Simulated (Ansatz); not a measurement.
# BF₃ + H₂: a complex and its separated parts, part 2 of 2

Ansatz 0.2.0, Gaussian basis.

### 14 wB97X-V/def2-TZVPP

The inputs:

parta/in.yaml

```yaml
crystal:
  periodic: [false, false, false]
  atoms:
    - {symbol: B, position_ang: [-0.577091, -0.696381, 0.228515]}
    - {symbol: F, position_ang: [-0.125875, -1.422438, -0.765624]}
    - {symbol: F, position_ang: [-1.617351, 0.082059, 0.052552]}
    - {symbol: F, position_ang: [0.011832, -0.748974, 1.398790]}
basis:
  gaussian: {orbitals: def2-TZVPP}
hamiltonian: {xc: {name: wB97X-V}}
```

partb/in.yaml

```yaml
crystal:
  periodic: [false, false, false]
  atoms:
    - {symbol: H, position_ang: [0.997335, 1.420701, -0.794368]}
    - {symbol: H, position_ang: [1.311250, 1.365031, -0.119767]}
basis:
  gaussian: {orbitals: def2-TZVPP}
hamiltonian: {xc: {name: wB97X-V}}
```

Each run has its own folder and the same command.

On the command line:

```bash
> ansatz run in.yaml --threads 2 --pin off --events-out ev --progress --plain --max-ram 4352MiB
```

Log of parta, shortened:

```text
Functional definition: wB97X-V
  name "wB97X-V"
  cite "Mardirossian & Head-Gordon, Phys. Chem. Chem. Phys. 16, 9904 (2014) doi:10.1039/C3CP54374A"
  cite "Becke, J. Chem. Phys. 107, 8554 (1997) doi:10.1063/1.475007"
  cite "Vydrov & Van Voorhis, J. Chem. Phys. 133, 244103 (2010) doi:10.1063/1.3521275"
[...]
      + integral(e_c_pw_opposite_spin*poly(b97_u_opposite, cos0, cos1)) + vv10(b, c)
637 factors; their error is unknown
127 factors; integrals over basis functions are off by at most 1.2e-5 eV
[...]
mean field -8832.81401489 eV, -324.5999279507 hartree, gradient 4.0e-5 eV, S^2 0.000000; 0 other end points of the search recorded, 0 dependent functions left out
reference -8832.81401332 eV, -324.5999278933 hartree; 16, 16 occupied and 108, 108 virtual orbitals, 637 factors
Total energy: -8832.81401332 eV, -324.5999278933 hartree
```

partb printed, shortened:

```text
[... 5 set-up lines as earlier in the session ...]
[...]
      + integral(e_c_pw_opposite_spin*poly(b97_u_opposite, cos0, cos1)) + vv10(b, c)
118 factors; their error is unknown
42 factors; integrals over basis functions are off by at most 3.0e-5 eV
[...]
mean field -31.90860274 eV, -1.1726195223 hartree, gradient 8.8e-5 eV, S^2 0.000000; 0 other end points of the search recorded, 0 dependent functions left out
reference -31.90860174 eV, -1.1726194856 hartree; 1, 1 occupied and 27, 27 virtual orbitals, 118 factors
Total energy: -31.90860174 eV, -1.1726194856 hartree
```

Wall times: 2.5 s (parta), 0.2 s (partb) on 2 threads of Arm Neoverse V1, shared host.

### 15 wB97M-V/def2-TZVPP

Each input of step 14 (parta, partb) changes in the same lines:

```diff
-hamiltonian: {xc: {name: wB97X-V}}
+hamiltonian: {xc: {name: wB97M-V}}
```

Each run has its own folder and the same command.

On the command line:

```bash
> ansatz run in.yaml --threads 2 --pin off --events-out ev --progress --plain --max-ram 4352MiB
```

Output in parta, shortened:

```text
Functional definition: wB97M-V
  name "wB97M-V"
  cite "Mardirossian & Head-Gordon, J. Chem. Phys. 144, 214110 (2016) doi:10.1063/1.4952647"
[... 2 set-up lines as earlier in the session ...]
  # Of w^i u^j: cxij and so on, Table III.
[...]
  gx(w, u) = 1 - cx + cx01*u + cx10*w
[...]
      + integral(e_c_pw_mod_opposite_spin*gos(b97_w_opposite, b97_u_opposite)) + vv10(b, c)
637 factors; their error is unknown
127 factors; integrals over basis functions are off by at most 1.2e-5 eV
[...]
mean field -8833.75229899 eV, -324.6344092555 hartree, gradient 2.8e-5 eV, S^2 0.000000; 0 other end points of the search recorded, 0 dependent functions left out
reference -8833.75233822 eV, -324.6344106973 hartree; 16, 16 occupied and 108, 108 virtual orbitals, 637 factors
Total energy: -8833.75233822 eV, -324.6344106973 hartree
```

Log of partb, shortened:

```text
[... 5 set-up lines as earlier in the session ...]
  # Of w^i u^j: cxij and so on, Table III.
[...]
  gx(w, u) = 1 - cx + cx01*u + cx10*w
[...]
      + integral(e_c_pw_mod_opposite_spin*gos(b97_w_opposite, b97_u_opposite)) + vv10(b, c)
118 factors; their error is unknown
42 factors; integrals over basis functions are off by at most 3.0e-5 eV
[...]
mean field -31.60112070 eV, -1.1613197657 hartree, gradient 7.4e-6 eV, S^2 0.000000; 0 other end points of the search recorded, 0 dependent functions left out
reference -31.60114496 eV, -1.1613206571 hartree; 1, 1 occupied and 27, 27 virtual orbitals, 118 factors
Total energy: -31.60114496 eV, -1.1613206571 hartree
```

Times: 3 s (parta), 0.2 s (partb) on 2 threads of Arm Neoverse V1, shared host.

### 16 B2PLYP/def2-TZVPP

Each input of step 15 (parta, partb) changes in the same lines:

```diff
-hamiltonian: {xc: {name: wB97M-V}}
+hamiltonian: {xc: {name: B2PLYP}}
```

Each run has its own folder and the same command.

On the command line:

```bash
> ansatz run in.yaml --threads 2 --pin off --events-out ev --progress --plain --max-ram 4352MiB
```

Log of parta, shortened:

```text
Functional definition: B2PLYP
  name "B2PLYP"
  cite "Grimme, J. Chem. Phys. 124, 034108 (2006) doi:10.1063/1.2148954"
[... 2 set-up lines as earlier in the session ...]
[...]
829 factors; integrals over basis functions are off by at most 1.2e-3 eV
[...]
mean field -8823.84526220 eV, -324.2703323688 hartree, gradient 3.6e-6 eV, S^2 0.000000; 0 other end points of the search recorded, 0 dependent functions left out
4 core orbitals not correlated: weight in the atoms' cores, before any rotation towards them, 1.000 or more for the frozen orbitals, at most 0.000 for the correlated occupied ones
reference -8823.84536965 eV, -324.2703363174 hartree; 12, 12 occupied and 108, 108 virtual orbitals, 829 factors
second order -26.73878925 eV of doubles, -0.00000000 eV of singles
Total energy: -8831.06484275 eV, -324.5356470602 hartree
```

Output in partb, shortened:

```text
[... 5 set-up lines as earlier in the session ...]
[...]
145 factors; integrals over basis functions are off by at most 7.3e-4 eV
[...]
mean field -31.55849999 eV, -1.1597534834 hartree, gradient 1.0e-6 eV, S^2 0.000000; 0 other end points of the search recorded, 0 dependent functions left out
reference -31.55858940 eV, -1.1597567693 hartree; 1, 1 occupied and 27, 27 virtual orbitals, 145 factors
second order -1.02365758 eV of doubles, -0.00000000 eV of singles
Total energy: -31.83497695 eV, -1.1699138243 hartree
```

Wall times: 1.6 s (parta), 0.1 s (partb) on 2 threads of Arm Neoverse V1, shared host.

### 17 PBE-QIDH/def2-TZVPP

Each input of step 16 (parta, partb) changes in the same lines:

```diff
-hamiltonian: {xc: {name: B2PLYP}}
+hamiltonian: {xc: {name: PBE-QIDH}}
```

The same command starts each run, in its folder.

On the command line:

```bash
> ansatz run in.yaml --threads 2 --pin off --events-out ev --progress --plain --max-ram 4352MiB
```

Output in parta, shortened:

```text
Functional definition: PBE-QIDH
  name "PBE-QIDH"
  cite "Brémond, Sancho-García, Pérez-Jiménez & Adamo, J. Chem. Phys. 141, 031101 (2014) doi:10.1063/1.4890314"
[... 1 set-up line as earlier in the session ...]
[...]
829 factors; integrals over basis functions are off by at most 1.2e-3 eV
[...]
mean field -8817.82483989 eV, -324.0490859297 hartree, gradient 9.6e-6 eV, S^2 0.000000; 0 other end points of the search recorded, 0 dependent functions left out
4 core orbitals not correlated: weight in the atoms' cores, before any rotation towards them, 1.000 or more for the frozen orbitals, at most 0.000 for the correlated occupied ones
reference -8817.82484756 eV, -324.0490862114 hartree; 12, 12 occupied and 108, 108 virtual orbitals, 829 factors
second order -25.04817249 eV of doubles, -0.00000000 eV of singles
Total energy: -8826.17423839 eV, -324.3559206650 hartree
```

partb printed, shortened:

```text
[... 4 set-up lines as earlier in the session ...]
[...]
145 factors; integrals over basis functions are off by at most 7.3e-4 eV
[...]
mean field -31.52725996 eV, -1.1586054336 hartree, gradient 1.4e-6 eV, S^2 0.000000; 0 other end points of the search recorded, 0 dependent functions left out
reference -31.52726638 eV, -1.1586056695 hartree; 1, 1 occupied and 27, 27 virtual orbitals, 145 factors
second order -0.95920077 eV of doubles, -0.00000000 eV of singles
Total energy: -31.84699997 eV, -1.1703556622 hartree
```

They took 1.6 s (parta), 0.1 s (partb) on 2 threads of Arm Neoverse V1, shared host.

### 18 RPA on PBE/def2-TZVPP

The same edit goes into each in.yaml of step 17 (parta, partb):

```diff
-hamiltonian: {xc: {name: PBE-QIDH}}
+hamiltonian: {xc: pbe}
+correlation: {method: rpa}
```

The same command starts each run, in its folder.

On the command line:

```bash
> ansatz run in.yaml --threads 2 --pin off --events-out ev --progress --plain --max-ram 4352MiB
```

Output in parta, shortened:

```text
[... 4 set-up lines as earlier in the session ...]
[...]
829 factors; integrals over basis functions are off by at most 1.2e-3 eV
[...]
mean field -8826.96038760 eV, -324.3848111155 hartree, gradient 1.0e-6 eV, S^2 0.000000; 0 other end points of the search recorded, 0 dependent functions left out
4 core orbitals not correlated: weight in the atoms' cores, before any rotation towards them, 1.000 or more for the frozen orbitals, at most 0.000 for the correlated occupied ones
reference -8797.37366935 eV, -323.2975192747 hartree; 12, 12 occupied and 108, 108 virtual orbitals, 829 factors
Total energy: -8831.04273504 eV, -324.5348346168 hartree
```

Log of partb, shortened:

```text
[... 4 set-up lines as earlier in the session ...]
[...]
145 factors; integrals over basis functions are off by at most 7.3e-4 eV
[...]
mean field -31.73221267 eV, -1.1661373066 hartree, gradient 1.4e-6 eV, S^2 0.000000; 0 other end points of the search recorded, 0 dependent functions left out
reference -30.80641367 eV, -1.1321148210 hartree; 1, 1 occupied and 27, 27 virtual orbitals, 145 factors
Total energy: -32.86230652 eV, -1.2076674897 hartree
```

Wall times: 1.6 s (parta), 0.1 s (partb) on 2 threads of Arm Neoverse V1, shared host.

### 19 CCSD(T)/def2-TZVPP

Each input of step 18 (parta, partb) changes in the same lines:

```diff
-hamiltonian: {xc: pbe}
-correlation: {method: rpa}
+correlation: {method: ccsd_t}
```

Each run has its own folder and the same command.

On the command line:

```bash
> ansatz run in.yaml --threads 2 --pin off --events-out ev --progress --plain --max-ram 4352MiB
```

Log of parta, shortened:

```text
Functional definition: HF
  name "HF"
  cite "Fock, Z. Phys. 61, 126 (1930) doi:10.1007/BF01340294"
[... 1 set-up line as earlier in the session ...]
[...]
829 factors; integrals over basis functions are off by at most 1.2e-3 eV
[...]
mean field -8798.63789263 eV, -323.3439786232 hartree, gradient 2.2e-6 eV, S^2 0.000000; 0 other end points of the search recorded, 0 dependent functions left out
4 core orbitals not correlated: weight in the atoms' cores, before any rotation towards them, 1.000 or more for the frozen orbitals, at most 0.000 for the correlated occupied ones
reference -8798.63789263 eV, -323.3439786232 hartree; 12, 12 occupied and 108, 108 virtual orbitals, 829 factors
second order -22.67806843 eV of doubles, -0.00000000 eV of singles
cycle   1  -22.25929804 eV  change    4.2e-1 eV  update   8.8e-2
[...]
cycle   9  -22.72976691 eV  change   -9.6e-7 eV  update   4.0e-6
perturbative correction -0.64278046 eV, -0.0236217460 hartree
Total energy: -8822.01044000 eV, -324.2029038964 hartree
```

Output in partb, shortened:

```text
[... 4 set-up lines as earlier in the session ...]
[...]
145 factors; integrals over basis functions are off by at most 7.3e-4 eV
[...]
mean field -30.82771671 eV, -1.1328976934 hartree, gradient 4.2e-7 eV, S^2 0.000000; 0 other end points of the search recorded, 0 dependent functions left out
reference -30.82771671 eV, -1.1328976934 hartree; 1, 1 occupied and 27, 27 virtual orbitals, 145 factors
second order -0.86257210 eV of doubles, -0.00000000 eV of singles
cycle   1  -1.00722518 eV  change   -1.4e-1 eV  update   2.6e-2
[...]
cycle   7  -1.07307049 eV  change    6.5e-7 eV  update   4.2e-7
perturbative correction -0.00000000 eV, -0.0000000000 hartree
Total energy: -31.90078721 eV, -1.1723323067 hartree
```

Times: 5.5 s (parta), 0.1 s (partb) on 2 threads of Arm Neoverse V1, shared host; peak memory 0.48 GiB.

### 20 Vibrations of BF₃

vib-parta/in.yaml reads:

```yaml
crystal:
  periodic: [false, false, false]
  atoms:
    - {symbol: B, position_ang: [-0.577091, -0.696381, 0.228515]}
    - {symbol: F, position_ang: [-0.125875, -1.422438, -0.765624]}
    - {symbol: F, position_ang: [-1.617351, 0.082059, 0.052552]}
    - {symbol: F, position_ang: [0.011832, -0.748974, 1.398790]}
basis:
  gaussian: {orbitals: def2-TZVP}
hamiltonian: {xc: pbe0, dispersion: d4}
phonons: {temperatures: {t_min: 298.15, t_max: 900, t_step: 200}}
```

On the command line:

```bash
> ansatz run in.yaml --threads 2 --pin off --events-out ev --progress --plain --max-ram 4352MiB
```

Output, shortened:

```text
[... 5 set-up lines as earlier in the session ...]
[...]
637 factors; their error is unknown
[...]
mean field -8827.09240382 eV, -324.3896626223 hartree, gradient 1.1e-5 eV, S^2 0.000000; 0 other end points of the search recorded, 0 dependent functions left out
[...]
Atom 1 at    -0.125875    -1.422438    -0.765624 Å, force     0.000525    -0.000321    -0.001520 eV/Å
Atom 2 at    -1.617351     0.082059     0.052552 Å, force    -0.000927     0.001144    -0.000724 eV/Å
Atom 3 at     0.011832    -0.748974     1.398790 Å, force     0.000593     0.000341     0.000455 eV/Å
Dipole moment:     0.000027     0.000068    -0.000076 e Å
Vibrations: 474.95 474.95 690.26 896.79 1487.19 1487.23 cm⁻¹, zero-point energy 0.341661 eV
```

It took 14 s on 2 threads of Arm Neoverse V1, shared host.

Wavenumbers and character of the modes:

```tsv
mode	wavenumber (cm⁻¹)	character
1	475	bend
2	475	bend
3	690	out-of-plane bend
4	897	B–F stretch
5	1487	B–F stretch
6	1487	B–F stretch
```

Vibrational sums (real modes only):

```tsv
T (K)	entropy (J/mol/K)	heat capacity (J/mol/K)
298	8.1	17.2
498	20.1	29.5
698	31.3	36.7
898	41.1	41.0
```

### 21 Vibrations of H₂

vib-partb/in.yaml reads:

```yaml
crystal:
  periodic: [false, false, false]
  atoms:
    - {symbol: H, position_ang: [0.997335, 1.420701, -0.794368]}
    - {symbol: H, position_ang: [1.311250, 1.365031, -0.119767]}
basis:
  gaussian: {orbitals: def2-TZVP}
hamiltonian: {xc: pbe0, dispersion: d4}
phonons: {temperatures: {t_min: 298.15, t_max: 900, t_step: 200}}
```

On the command line:

```bash
> ansatz run in.yaml --threads 2 --pin off --events-out ev --progress --plain --max-ram 4352MiB
```

Output, shortened:

```text
[... 5 set-up lines as earlier in the session ...]
[...]
88 factors; their error is unknown
[...]
mean field -31.78865274 eV, -1.1682114410 hartree, gradient 1.8e-5 eV, S^2 0.000000; 0 other end points of the search recorded, 0 dependent functions left out
[...]
reference -31.78855320 eV, -1.1682077832 hartree; 1, 1 occupied and 11, 11 virtual orbitals, 88 factors
Total energy: -31.79027515 eV, -1.1682710635 hartree
Atom 0 at     0.997335     1.420701    -0.794368 Å, force     0.000389    -0.000069     0.000835 eV/Å
Atom 1 at     1.311250     1.365031    -0.119767 Å, force    -0.000389     0.000069    -0.000835 eV/Å
Dipole moment:     0.000000    -0.000000     0.000000 e Å
Vibrations: 4414.71 cm⁻¹, zero-point energy 0.273677 eV
```

Run time: 0.25 s. Hardware: 2 threads of Arm Neoverse V1, shared host.

Wavenumbers and character of the modes:

```tsv
mode	wavenumber (cm⁻¹)	character
1	4415	H–H stretch
```

Vibrational sums (real modes only):

```tsv
T (K)	entropy (J/mol/K)	heat capacity (J/mol/K)
298	0.0	0.0
498	0.0	0.0
698	0.0	0.1
898	0.1	0.4
```

### 22 Complex less separated parts

The complex's own energies come from single points at the same levels.

Rows are in def2-TZVPP; times add the 3 runs of a level on a shared host, so small differences are noise.

Differences are taken before rounding.

```tsv
method	rung	complex less parts (kcal/mol)	from CCSD(T) (kcal/mol)	time
SPW92	LDA	-1.92	-1.16	1.2 s
PBE-D4	GGA	-1.00	-0.24	1.9 s
BLYP-D4	GGA	-0.56	+0.20	2 s
r2SCAN-D4	meta-GGA	-0.90	-0.14	4.1 s
B97M-V	meta-GGA	-0.89	-0.12	9 s
PBE0-D4	hybrid	-0.92	-0.15	2.5 s
B3LYP-D4	hybrid	-0.71	+0.06	2.4 s
r2SCAN0-D4	hybrid	-0.93	-0.17	4.6 s
BHLYP-D4	hybrid	-0.86	-0.10	2.5 s
CAM-B3LYP-D4	range-separated hybrid	-0.91	-0.14	2.7 s
wB97X-V	range-separated hybrid	-0.97	-0.21	7.1 s
wB97M-V	range-separated hybrid	-0.95	-0.18	7.9 s
B2PLYP	double hybrid	-0.41	+0.36	4.3 s
PBE-QIDH	double hybrid	-0.64	+0.12	4.1 s
RPA on PBE	RPA	-0.57	+0.19	4.4 s
Hartree-Fock	wavefunction	0.04	+0.80	
MP2	wavefunction	-0.69	+0.07	
CCSD	wavefunction	-0.67	+0.09	
CCSD(T)	wavefunction	-0.77	0	37 s
```

Among the levels timed on like hardware and quicker than the yardstick, those that no quicker one beats, quickest first: SPW92 (1.2 s, -1.16 kcal/mol); PBE-D4 (1.9 s, -0.24 kcal/mol); BLYP-D4 (2 s, +0.20 kcal/mol); B3LYP-D4 (2.4 s, +0.06 kcal/mol).

For cost: B3LYP-D4 gets within 0.06 kcal/mol in 2.4 s, where CCSD(T) took 37 s; the quickest level in the cost chart, SPW92, takes 1.2 s and misses by 1.16 kcal/mol.

The complex's zero-point energy, from a separate PBE0-D4 run, is 0.654 eV.

### 23 Summary of results

The summary covers parts 1 to 2.

```
                              quantity           value
complex less parts, CCSD(T)/def2-TZVPP  -0.77 kcal/mol
                with zero-point energy  +0.14 kcal/mol
                 largest T1 diagnostic           0.012
```

In words: At CCSD(T) the complex lies 0.77 kcal/mol below its parts. The functionals run from B3LYP-D4, off by +0.06 kcal/mol, to SPW92, off by -1.16 kcal/mol, against CCSD(T). Mean unsigned error by rung: LDA 1.16, GGA 0.22, meta-GGA 0.13, hybrid 0.12, range-separated hybrid 0.18, double hybrid 0.24 kcal/mol. PBE-D4 gives a relative energy 0.24 kcal/mol too low, an error of 31 % of the reference. The complex's frequency run has imaginary modes: the structure is no minimum, so both the energy and the zero-point correction are in doubt. No counterpoise was applied, and triple zeta lacks some correlation, so the CCSD(T) reference has a basis error of its own, and close matches with it are partly luck.
